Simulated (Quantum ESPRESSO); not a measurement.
# SiF (R-3m) in Quantum ESPRESSO: convergence with wavefunction cutoff

Aim: find how far wavefunction cutoff must go before the results for SiF settle, at PBE. This setting moves, with any that are tied to it; all else stays.

All numbers are computed with Quantum ESPRESSO 7.5; they aren't measurements. Logs are shortened: lines on timing, memory, paths and dates and some standing lists are left out, and cuts for length are marked.

### Step 1. The crystal as given

It takes space group R-3m (No. 166, trigonal). Conventional cell: a = 2.677 Å, b = 2.677 Å, c = 11.695 Å, α = 90.00°, β = 90.00°, γ = 120.00°. Si (site symmetry -3m) has 6 F at 2.49 Å and 6 Si at 2.68 Å as nearest neighbours. F (site symmetry -3m) has 6 Si at 2.49 Å and 6 F at 2.68 Å as nearest neighbours.

The cell was built by a generator and needn't be a form met in nature.

### Step 2. With wavefunction cutoff 18 Ry

pw.in

```
&CONTROL
  calculation = 'scf'
  prefix = 'pwscf'
  outdir = './tmp'
  pseudo_dir = './pseudo'
  tprnfor = .true.
  tstress = .true.
  disk_io = 'nowf'
/
&SYSTEM
  ibrav = 0
  nat = 2
  ntyp = 2
  ecutwfc = 18
  ecutrho = 360
  nbnd = 11
  occupations = 'smearing'
  smearing = 'mp'
  degauss = 0.00999582
/
&ELECTRONS
  conv_thr = 4d-10
  electron_maxstep = 120
  mixing_beta = 0.5
/
ATOMIC_SPECIES
Si    28.0850 si_pbe_v1.uspp.F.UPF
F     18.9984 f_pbe_v1.4.uspp.F.UPF
CELL_PARAMETERS angstrom
   1.3386000000    0.7728400000    3.8983100000
  -1.3386000000    0.7728400000    3.8983100000
   0.0000000000   -1.5456800000    3.8983100000
ATOMIC_POSITIONS crystal
Si     0.5000000000    0.5000000000    0.5000000000
F      0.0000000000    0.0000000000    0.0000000000
K_POINTS automatic
12 12 12 0 0 0
```

Potentials or basis: GBRV 1.5 PBE.

Run with:

```console
> OMP_NUM_THREADS=1 pw.x -in pw.in > pw.out
```

Wall time 12 s (1 thread of Intel Xeon Platinum 8488C (Sapphire Rapids), shared host); peak memory 0.11 GiB.

Results:

```
Free energy            : -783.9692 eV
Pressure               : -160.4 GPa
Band gap on the k mesh : none (metal or under the smearing width)
```

### Step 3. With wavefunction cutoff 22 Ry

Changes to pw.in since step 2:

```diff
@@ -13,3 +13,3 @@
   ntyp = 2
-  ecutwfc = 18
+  ecutwfc = 22
   ecutrho = 360
```

Potentials or basis: GBRV 1.5 PBE.

Run with:

```console
> OMP_NUM_THREADS=1 pw.x -in pw.in > pw.out
```

It took 13 s on 1 thread of Intel Xeon Platinum 8488C (Sapphire Rapids), shared host; peak memory 0.12 GiB.

What came out:

| Property | Result |
| --- | --- |
| Free energy | -788.9328 eV |
| Pressure | -68.5 GPa |
| Band gap on the k mesh | none (metal or under the smearing width) |

### Step 4. With wavefunction cutoff 27 Ry

Changes to pw.in since step 3:

```diff
@@ -13,3 +13,3 @@
   ntyp = 2
-  ecutwfc = 22
+  ecutwfc = 27
   ecutrho = 360
```

Run with:

```console
> OMP_NUM_THREADS=1 pw.x -in pw.in > pw.out
```

Run time: 20 s. Hardware: 1 thread of Intel Xeon Platinum 8488C (Sapphire Rapids), shared host; peak memory 0.12 GiB.

Results:

```
Free energy            : -790.8405 eV
Pressure               : -21.6 GPa
Band gap on the k mesh : none (metal or under the smearing width)
```

### Step 5. With wavefunction cutoff 31 Ry

Changes to pw.in since step 4:

```diff
@@ -13,3 +13,3 @@
   ntyp = 2
-  ecutwfc = 27
+  ecutwfc = 31
   ecutrho = 360
```

Run with:

```console
> OMP_NUM_THREADS=1 pw.x -in pw.in > pw.out
```

Run time: 20 s. Hardware: 1 thread of Intel Xeon Platinum 8488C (Sapphire Rapids), shared host; peak memory 0.12 GiB.

What came out:

- Free energy: -791.2749 eV
- Pressure: -7.4 GPa
- Band gap on the k mesh: none (metal or under the smearing width)

### Step 6. With wavefunction cutoff 36 Ry

Changes to pw.in since step 5:

```diff
@@ -13,3 +13,3 @@
   ntyp = 2
-  ecutwfc = 31
+  ecutwfc = 36
   ecutrho = 360
```

Potentials or basis: GBRV 1.5 PBE.

Run with:

```console
> OMP_NUM_THREADS=1 pw.x -in pw.in > pw.out
```

Wall time 21 s (1 thread of Intel Xeon Platinum 8488C (Sapphire Rapids), shared host); peak memory 0.13 GiB.

It converged, with:

| Item | Value |
| --- | --- |
| Free energy | -791.4114 eV |
| Pressure | -1.5 GPa |
| Band gap on the k mesh | none (metal or under the smearing width) |

### Step 7. With wavefunction cutoff 40 Ry

Changes to pw.in since step 6:

```diff
@@ -13,3 +13,3 @@
   ntyp = 2
-  ecutwfc = 36
+  ecutwfc = 40
   ecutrho = 360
```

Run with:

```console
> OMP_NUM_THREADS=1 pw.x -in pw.in > pw.out
```

Run time: 22 s. Hardware: 1 thread of Intel Xeon Platinum 8488C (Sapphire Rapids), shared host; peak memory 0.13 GiB.

It converged, with:

* Free energy: -791.4323 eV
* Pressure: -0.2 GPa
* Band gap on the k mesh: none (metal or under the smearing width)

### Step 8. With wavefunction cutoff 45 Ry

Changes to pw.in since step 7:

```diff
@@ -13,3 +13,3 @@
   ntyp = 2
-  ecutwfc = 40
+  ecutwfc = 45
   ecutrho = 360
```

Run with:

```console
> OMP_NUM_THREADS=1 pw.x -in pw.in > pw.out
```

It took 32 s on 1 thread of Intel Xeon Platinum 8488C (Sapphire Rapids), shared host; peak memory 0.13 GiB.

The run converged. Its results:

- Free energy: -791.4354 eV
- Pressure: 0.2 GPa
- Band gap on the k mesh: none (metal or under the smearing width)

### Step 9. With wavefunction cutoff 54 Ry

Changes to pw.in since step 8:

```diff
@@ -13,4 +13,4 @@
   ntyp = 2
-  ecutwfc = 45
-  ecutrho = 360
+  ecutwfc = 54
+  ecutrho = 432
   nbnd = 11
```

Potentials or basis: GBRV 1.5 PBE.

Run with:

```console
> OMP_NUM_THREADS=1 pw.x -in pw.in > pw.out
```

Wall time 51 s (1 thread of Intel Xeon Platinum 8488C (Sapphire Rapids), shared host); peak memory 0.17 GiB.

It converged, with:

| Item | Value |
| --- | --- |
| Free energy | -791.4359 eV |
| Pressure | 0.1 GPa |
| Band gap on the k mesh | none (metal or under the smearing width) |

### Step 10. With wavefunction cutoff 68 Ry

Changes to pw.in since step 9:

```diff
@@ -13,4 +13,4 @@
   ntyp = 2
-  ecutwfc = 54
-  ecutrho = 432
+  ecutwfc = 68
+  ecutrho = 544
   nbnd = 11
```

Potentials or basis: GBRV 1.5 PBE.

Run with:

```console
> OMP_NUM_THREADS=1 pw.x -in pw.in > pw.out
```

pw.out:

```text
This program is part of the open-source Quantum ESPRESSO suite
     for quantum simulation of materials; please cite
         "P. Giannozzi et al., J. Phys.:Condens. Matter 21 395502 (2009);
         "P. Giannozzi et al., J. Phys.:Condens. Matter 29 465901 (2017);
         "P. Giannozzi et al., J. Chem. Phys. 152 154105 (2020);
     in publications or presentations arising from this work. More details at

     Message from routine setup:
     using ibrav=0 with symmetry is DISCOURAGED, use correct ibrav instead

     G-vector sticks info
     --------------------
     sticks:   dense  smooth     PW     G-vecs:    dense   smooth      PW
     Sum        1645     819    281                35029    12357    2423

     Using Slab Decomposition

     bravais-lattice index     =            0
     lattice parameter (alat)  =       7.9247  a.u.
     unit-cell volume          =     163.2919 (a.u.)^3
     number of atoms/cell      =            2
     number of atomic types    =            2
     number of electrons       =        11.00
     number of Kohn-Sham states=           11
     kinetic-energy cutoff     =      68.0000  Ry
     charge density cutoff     =     544.0000  Ry
     scf convergence threshold =      4.0E-10
     mixing beta               =       0.5000
     number of iterations used =            8  plain     mixing
     Exchange-correlation=  SLA  PW   PBX  PBC
                           (   1   4   3   4   0   0   0)

     celldm(1)=   7.924681  celldm(2)=   0.000000  celldm(3)=   0.000000
     celldm(4)=   0.000000  celldm(5)=   0.000000  celldm(6)=   0.000000

     crystal axes: (cart. coord. in units of alat)
               a(1) = (   0.319204   0.184292   0.929594 )
               a(2) = (  -0.319204   0.184292   0.929594 )
               a(3) = (   0.000000  -0.368584   0.929594 )

     reciprocal axes: (cart. coord. in units 2 pi/alat)
               b(1) = (  1.566398  0.904362  0.358579 )
               b(2) = ( -1.566398  0.904362  0.358579 )
               b(3) = ( -0.000000 -1.808723  0.358579 )

     PseudoPot. # 1 for Si read from file:
     si_pbe_v1.uspp.F.UPF
     Pseudo is Ultrasoft + core correction, Zval =  4.0
     Generated by new atomic code, or converted to UPF format
     Using radial grid of  899 points,  6 beta functions with:
                l(1) =   0
                l(2) =   0
                l(3) =   1
                l(4) =   1
                l(5) =   2
                l(6) =   2
     Q(r) pseudized with  8 coefficients,  rinner =    0.900   0.900   0.900
                                                       0.900   0.900

     PseudoPot. # 2 for F  read from file:
     f_pbe_v1.4.uspp.F.UPF
     Pseudo is Ultrasoft, Zval =  7.0
     Generated by new atomic code, or converted to UPF format
     Using radial grid of  799 points,  4 beta functions with:
                l(1) =   0
                l(2) =   0
                l(3) =   1
                l(4) =   1
     Q(r) pseudized with  8 coefficients,  rinner =    0.950   0.950   0.950

     atomic species   valence    mass     pseudopotential
     Si                4.00    28.08500     Si( 1.00)
     F                 7.00    18.99840     F ( 1.00)

     12 Sym. Ops., with inversion, found

   Cartesian axes

     site n.     atom                  positions (alat units)
         1        Si     tau(   1) = (   0.0000000   0.0000000   1.3943914  )
         2        F      tau(   2) = (   0.0000000   0.0000000   0.0000000  )

     number of k points=   189  Methfessel-Paxton smearing, width (Ry)=  0.0100

     Number of k-points >= 100: set verbosity='high' to print them.

     Dense  grid:    35029 G-vectors     FFT dimensions: (  60,  60,  60)

     Smooth grid:    12357 G-vectors     FFT dimensions: (  45,  45,  45)

     Initial potential from superposition of free atoms

     starting charge      10.9993, renormalised to      11.0000
     Starting wfcs are    8 randomized atomic wfcs +    3 random wfcs

     Self-consistent Calculation

     iteration #  1     ecut=    68.00 Ry     beta= 0.50
     Davidson diagonalization with overlap
     ethr =  1.00E-02,  avg # of iterations =  5.0

     total energy              =     -58.10679500 Ry
     estimated scf accuracy    <       0.18025613 Ry

     iteration #  2     ecut=    68.00 Ry     beta= 0.50
     Davidson diagonalization with overlap
     ethr =  1.64E-03,  avg # of iterations =  2.0

     total energy              =     -58.14841485 Ry
     estimated scf accuracy    <       0.10399070 Ry

     iteration #  3     ecut=    68.00 Ry     beta= 0.50
     Davidson diagonalization with overlap
     ethr =  9.45E-04,  avg # of iterations =  1.1

     total energy              =     -58.16885797 Ry
     estimated scf accuracy    <       0.00354576 Ry

     iteration #  4     ecut=    68.00 Ry     beta= 0.50
     Davidson diagonalization with overlap
     ethr =  3.22E-05,  avg # of iterations =  2.9

     total energy              =     -58.16941775 Ry
     estimated scf accuracy    <       0.00027979 Ry

     iteration #  5     ecut=    68.00 Ry     beta= 0.50
     Davidson diagonalization with overlap
     ethr =  2.54E-06,  avg # of iterations =  3.2

     total energy              =     -58.16949368 Ry
     estimated scf accuracy    <       0.00000482 Ry

     iteration #  6     ecut=    68.00 Ry     beta= 0.50
     Davidson diagonalization with overlap
     ethr =  4.39E-08,  avg # of iterations =  3.3

     total energy              =     -58.16949736 Ry
     estimated scf accuracy    <       0.00000047 Ry

     iteration #  7     ecut=    68.00 Ry     beta= 0.50
     Davidson diagonalization with overlap
     ethr =  4.31E-09,  avg # of iterations =  1.9

     total energy              =     -58.16949748 Ry
     estimated scf accuracy    <       0.00000002 Ry

     iteration #  8     ecut=    68.00 Ry     beta= 0.50
     Davidson diagonalization with overlap
     ethr =  1.58E-10,  avg # of iterations =  2.3

     total energy              =     -58.16949748 Ry
     estimated scf accuracy    <          2.8E-09 Ry

     iteration #  9     ecut=    68.00 Ry     beta= 0.50
     Davidson diagonalization with overlap
     ethr =  2.50E-11,  avg # of iterations =  1.1

     End of self-consistent calculation

     Number of k-points >= 100: set verbosity='high' to print the bands.

     the Fermi energy is     8.0737 ev

!    total energy              =     -58.16949748 Ry
     estimated scf accuracy    <          2.3E-10 Ry
     smearing contrib. (-TS)   =      -0.00005222 Ry
     internal energy E=F+TS    =     -58.16944526 Ry

     The total energy is F=E-TS. E is the sum of the following terms:
     one-electron contribution =     -20.96017653 Ry
     hartree contribution      =      17.94679184 Ry
     xc contribution           =     -13.56706730 Ry
     ewald contribution        =     -41.58899328 Ry

     convergence has been achieved in   9 iterations

     Forces acting on atoms (cartesian axes, Ry/au):

     atom    1 type  1   force =     0.00000000    0.00000000   -0.00000000
     atom    2 type  2   force =     0.00000000    0.00000000   -0.00000000

     Total force =     0.000000     Total SCF correction =     0.000000

     Computing stress (Cartesian axis) and pressure

          total   stress  (Ry/bohr**3)                   (kbar)     P=        1.59
   0.00002656  -0.00000000  -0.00000000            3.91       -0.00       -0.00
  -0.00000000   0.00002656  -0.00000000           -0.00        3.91       -0.00
  -0.00000000  -0.00000000  -0.00002075           -0.00       -0.00       -3.05

=------------------------------------------------------------------------------=
   JOB DONE.
=------------------------------------------------------------------------------=
```

Wall time 79 s (1 thread of Intel Xeon Platinum 8488C (Sapphire Rapids), shared host); peak memory 0.22 GiB.

Results:

* Free energy: -791.4363 eV
* Pressure: 0.2 GPa
* Band gap on the k mesh: none (metal or under the smearing width)

### Step 11. The series at a glance

```
wavefunction cutoff  energy less the tightest run, at zero smearing (meV/atom)  pressure (GPa)  SCF cycles  CPU time (s)  peak memory (GiB)
              18 Ry                                                    3733.62         -160.43           8            12               0.11
              22 Ry                                                    1251.78          -68.46           8            13               0.12
              27 Ry                                                     297.91          -21.59           9            20               0.12
              31 Ry                                                      80.70           -7.43           9            20               0.12
              36 Ry                                                      12.46           -1.49           9            21               0.13
              40 Ry                                                       2.03           -0.17           9            22               0.13
              45 Ry                                                       0.47            0.16           9            32               0.13
              54 Ry                                                       0.23            0.14           9            51               0.17
              68 Ry                                                       0.00            0.16           9            78               0.22
```

Against the tightest run, the energy stays within 1 meV/atom from 45 Ry on; the pressure stays within 0.1 GPa from 45 Ry on. The tightest run that finished is the yardstick and may itself not be fully converged.

Caveats: an odd number of electrons without spin polarisation forces a metal; a magnetic or distorted state may lie lower.
